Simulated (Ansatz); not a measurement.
# C₄N₄O₄Sn: one species, many methods

One table from this session's results is given with a row withheld; the runs are named, their logs left out.

Program: Ansatz 0.2.0, Gaussian basis. Level of theory: functionals in def2-TZVPP, the program's frozen cores in correlated methods. These are calculated values, not measurements.

The runs, in order: LDA (SPW92), PBE-D4, revPBE-D4, BLYP-D4, r2SCAN-D4, B97M-V, PBE0-D4, B3LYP-D4, r2SCANh-D4, r2SCAN0-D4, HSE06-D4, BHLYP-D4, CAM-B3LYP-D4, LC-ωPBE, ωB97X-V, ωB97M-V, B2PLYP, PBE-QIDH; CCSD(T)/def2-SVP; CCSD(T)/def2-TZVPP; MP2/def2-QZVPP; extrapolation to the limit; RPA on PBE.

### The relaxed structure

The geometry comes from an earlier relaxation with PBE0-D4 in a triple-zeta def2 set; it is a stationary point, not always the lowest conformer. Sn takes the def2 core potential; no spin-orbit term is included.

SMILES `O=C=[N][Sn]([N]=C=O)([N]=C=O)[N]=C=O`, 13 atoms, charge 0, spin multiplicity 1.

Atoms are counted from 1 here; the program's logs count them from 0.

Bond lengths: O1–C2 1.160 Å, C2–N3 1.209 Å, N3–Sn4 1.984 Å, Sn4–N5 1.974 Å, Sn4–N8 1.976 Å, Sn4–N11 1.982 Å, N5–C6 1.208 Å, C6–O7 1.160 Å, N8–C9 1.208 Å, C9–O10 1.160 Å, N11–C12 1.209 Å, C12–O13 1.160 Å. Angles: O1–C2–N3 175.9°, C2–N3–Sn4 134.4°, N3–Sn4–N5 110.4°, N3–Sn4–N8 110.9°, N3–Sn4–N11 108.6°, N5–Sn4–N8 105.8°, N5–Sn4–N11 110.1°, N8–Sn4–N11 110.9°, Sn4–N5–C6 135.1°, N5–C6–O7 175.8°, Sn4–N8–C9 134.7°, N8–C9–O10 175.9°, Sn4–N11–C12 133.6°, N11–C12–O13 175.8°.

The first run:

Input file in.yaml:

```yaml
crystal:
  periodic: [false, false, false]
  atoms:
    - {symbol: O, position_ang: [-1.841352, -0.876553, 3.361765]}
    - {symbol: C, position_ang: [-1.580301, -0.543661, 2.281751]}
    - {symbol: N, position_ang: [-1.392667, -0.193855, 1.140186]}
    - {symbol: Sn, position_ang: [0.222458, 0.152539, 0.041473]}
    - {symbol: N, position_ang: [0.814087, 2.023167, 0.255832]}
    - {symbol: C, position_ang: [0.418606, 3.095045, -0.135642]}
    - {symbol: O, position_ang: [0.103261, 4.160063, -0.470329]}
    - {symbol: N, position_ang: [1.737487, -0.964094, 0.644280]}
    - {symbol: C, position_ang: [2.242922, -1.990643, 0.256945]}
    - {symbol: O, position_ang: [2.781848, -2.970270, -0.051916]}
    - {symbol: N, position_ang: [-0.213719, -0.210594, -1.857496]}
    - {symbol: C, position_ang: [-1.189124, -0.651042, -2.419944]}
    - {symbol: O, position_ang: [-2.083006, -1.064803, -3.032008]}
basis:
  gaussian: {orbitals: def2-TZVPP}
hamiltonian: {xc: lda}
output: {orbitals: {seedname: orbitals}}
```

Run with:

```
> ansatz run in.yaml --threads 4 --pin off --events-out ev --progress --plain --max-ram 46080MiB --backend cuda --devices 0, --max-vram 37GiB
```

Steps of the session up to this table: LDA; PBE-D4 (GGA); revPBE-D4 (GGA); BLYP-D4 (GGA); r2SCAN-D4 (meta-GGA); B97M-V (meta-GGA); B3LYP-D4 (hybrid); r2SCANh-D4 (hybrid); r2SCAN0-D4 (hybrid); HSE06-D4 (hybrid); BHLYP-D4 (hybrid); CAM-B3LYP-D4 (range-separated); LC-ωPBE (range-separated); ωB97X-V (range-separated); ωB97M-V (range-separated); B2PLYP (double hybrid); PBE-QIDH (double hybrid).

One of the session's tables, all rows but one given; the rest of the session is left out.

It belongs to the step «Frontier levels by functional». 

| functional | HOMO (eV) | LUMO (eV) | gap (eV) |
| --- | --- | --- | --- |
| LDA (SPW92) | -8.13 | -3.73 | 4.40 |
| PBE-D4 | -7.87 | -3.38 | 4.49 |
| revPBE-D4 | -7.78 | -3.25 | 4.53 |
| BLYP-D4 | -7.73 | -3.31 | 4.42 |
| r2SCAN-D4 | -8.21 | -3.18 | 5.03 |
| B97M-V | -8.20 | -3.07 | 5.13 |
| PBE0-D4 | -9.33 | -2.42 | 6.91 |
| B3LYP-D4 | -9.07 | -2.73 | 6.34 |
| r2SCANh-D4 | -8.75 | -2.83 | 5.92 |
| r2SCAN0-D4 | -9.57 | -2.30 | 7.27 |
| HSE06-D4 | -8.92 | -2.79 | 6.13 |
| BHLYP-D4 | -10.67 | -1.35 | 9.32 |
| CAM-B3LYP-D4 | ? | ? | ? |
| LC-ωPBE | -12.04 | 0.02 | 12.06 |
| ωB97X-V | -11.66 | -0.12 | 11.54 |
| ωB97M-V | -11.56 | -0.23 | 11.33 |

**Question.** Estimate the row for CAM-B3LYP-D4.

**Answer.** HOMO (eV): -10.71; LUMO (eV): -1.33; gap (eV): 9.38. In the column «HOMO (eV)» it lies between ωB97M-V (-11.56) and BHLYP-D4 (-10.67).
